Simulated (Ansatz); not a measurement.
# BAs+ (quartet): wave-function methods side by side at distance B1–As2 = 3.651 Å, cc-pVDZ

Aim: climb from Hartree-Fock through coupled cluster and multireference methods for BAs+ (quartet) at one geometry and basis, and see what each rung misses.

The runs use Ansatz 0.2.0, Gaussian basis; cc-pVDZ, core rule «outside noble gas», up to 15 orbitals frozen.

Plan: UHF; CCSD(T) on ROHF; CCSD(T) on UHF; BCCD(T) on ROHF; CISD; CCSDT(Q) on ROHF; CCSDT(Q) on UHF; CASSCF and MRCISD+Q, 5 electrons in 5 orbitals; CASSCF and NEVPT2, 5 electrons in 5 orbitals; CASSCF and MRCISD+Q, 7 electrons in 8 orbitals; CASSCF and NEVPT2, 7 electrons in 8 orbitals; Full CI.

19 further runs of the same task are left out: 14 that didn't finish, 5 set aside as unsound or not needed.

## 1. What is computed

The geometry derives from a PBE0/def2-TZVP stationary point (not a proven minimum). One bond is set to the value named and the two fragments are kept rigid. No spin-orbit coupling is included. The filled d shell of As may be among the frozen orbitals whatever the setting's name suggests; the logs give the count.

2 atoms, charge 1, spin multiplicity 4.

Atoms are counted from 1 here; the program's logs count them from 0.

No contacts short enough for the rule that draws bonds.

## 2. UHF

Input file in.yaml:

```yaml
crystal:
  periodic: [false, false, false]
  atoms:
    - {symbol: B, position_ang: [0.000000, 0.000000, 0.000000]}
    - {symbol: As, position_ang: [0.000000, 0.000000, 3.651000]}
basis:
  gaussian: {orbitals: cc-pVDZ}
total_charge: 1
magnetization: {spin_polarized: true, initial_magnetization: 3}
hamiltonian: {xc: hf}
output: {orbitals: {seedname: orbitals}}
```

Command:

```
$ ansatz run in.yaml --threads 1 --pin off --events-out ev --progress --plain --max-ram 2393MiB
```

Further steps of the session: CCSD(T) on ROHF; CCSD(T) on UHF; BCCD(T) on ROHF; CISD; CCSDT(Q) on ROHF; CCSDT(Q) on UHF; CASSCF and MRCISD+Q, 5 electrons in 5 orbitals; CASSCF and NEVPT2, 5 electrons in 5 orbitals; CASSCF and MRCISD+Q, 7 electrons in 8 orbitals; CASSCF and NEVPT2, 7 electrons in 8 orbitals; Full CI.

Q: Predict the results of all the runs planned. Wanted: FCI from the RHF energy; RMP2 from FCI; UMP2 from FCI; RCCSD from FCI; RCCSD(T) from FCI; UCCSD(T) from FCI; RCCSDT(Q) from FCI; UCCSDT(Q) from FCI; NEVPT2 pair from FCI.

As calculated:

```
                         quantity                                                                                               value
          FCI from the ROHF energy                                                                                          -3.6215 eV
                    RMP2 from FCI                                                                                     +26.71 kcal/mol
                    UMP2 from FCI                                                                                     +27.02 kcal/mol
                   RCCSD from FCI                                                                                      +1.38 kcal/mol
                RCCSD(T) from FCI                                                                                      +0.39 kcal/mol
                UCCSD(T) from FCI                                                                                      +0.05 kcal/mol
               RCCSDT(Q) from FCI                                                                                      +0.01 kcal/mol
               UCCSDT(Q) from FCI                                                                                      -0.33 kcal/mol
             NEVPT2 pair from FCI                                                                                     +23.98 kcal/mol
           MRCISD+Q pair from FCI                                                                                      -0.87 kcal/mol
          NEVPT2 valence from FCI                                                                                     +10.95 kcal/mol
levels within 1 kcal/mol (43 meV)  RCCSD(T), UCCSD(T), BCCD(T), RCCSDT, UCCSDT, RCCSDT(Q), UCCSDT(Q), MRCISD+Q pair, MRCISD+Q valence
                    T1 diagnostic                                                                                               0.023
   effectively unpaired electrons                                                                                                3.13
```

In words: RCCSD(T) misses by +0.39 kcal/mol, 0.5 % of the correlation energy. UCCSDT, UCCSDT(Q), MRCISD+Q pair, MRCISD+Q valence fall below full CI: unrestricted runs freeze a spin-polarised core, another one than full CI's, and coupled cluster isn't variational. One determinant dominates. Of the multireference levels listed MRCISD+Q valence comes nearest in total energy (-0.36 kcal/mol), which doesn't show that its space is the better one. These misses are within one basis, not against nature; the frozen cores of restricted and unrestricted runs differ, which can shift their rows.

Levels on UHF freeze UHF's core orbitals, full CI those of ROHF, so the U rows can settle a little off it for that reason alone.

With open shells the CI space here admits some triples and quadruples, so it is larger than plain CISD.
